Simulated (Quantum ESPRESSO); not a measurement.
The system is Hf3F.

```
Hf F
1.0
     3.01827    0.00000    0.00000
     0.00000    4.21978    0.00000
     0.00000    0.00000    5.91486
Hf F
3 1
Direct
  0.00000 0.00000 0.50000
  0.50000 0.50000 0.75392
  0.50000 0.50000 0.24608
  0.00000 0.00000 0.00000
```

The cell was built by a generator and needn't be a form met in nature.

```yaml
Program: Quantum ESPRESSO 7.5
Task: phonons
Functional: PBEsol
Potentials_or_basis: PseudoDojo 0.4.1 SR PBEsol standard
Cutoff: 1143 eV
Density_cutoff: 4572 eV
k_mesh: 4 × 2 × 2, shifted
Occupations: fermi-dirac, width 0.05 eV
Spin: no spin polarisation
Target_pressure: 2 GPa
Mixing_beta: 0.5
Most_SCF_iterations: 120
SCF_threshold: 8e-10 Ry
```

The cell and the atoms were relaxed first at 2 GPa, to 18.22 Å³/atom (a = 2.923 Å, b = 3.374 Å, c = 7.391 Å, α = 90.00°, β = 90.00°, γ = 90.00°), and the response was taken there.

Question: What is the highest optical frequency at the zone centre?

Answer: 178 cm⁻¹, a mode of symmetry B1u (IR).

Optical modes at Γ, degenerate ones joined:
```csv
cm⁻¹,components,symmetry,active in
239i,1,B3u,IR
201i,1,B2u,IR
181i,1,B1u,IR
47i,1,B3g,Raman
28,1,B2g,Raman
102,1,Ag,Raman
102,1,B3u,IR
128,1,B2u,IR
178,1,B1u,IR
```

Caveat: the k mesh is coarse (spacing up to 0.74 Å⁻¹), so the values aren't converged; the mesh is thin for the phonons of a metal; some modes are imaginary; an odd number of electrons without spin polarisation forces a metal; a magnetic or distorted state may lie lower.
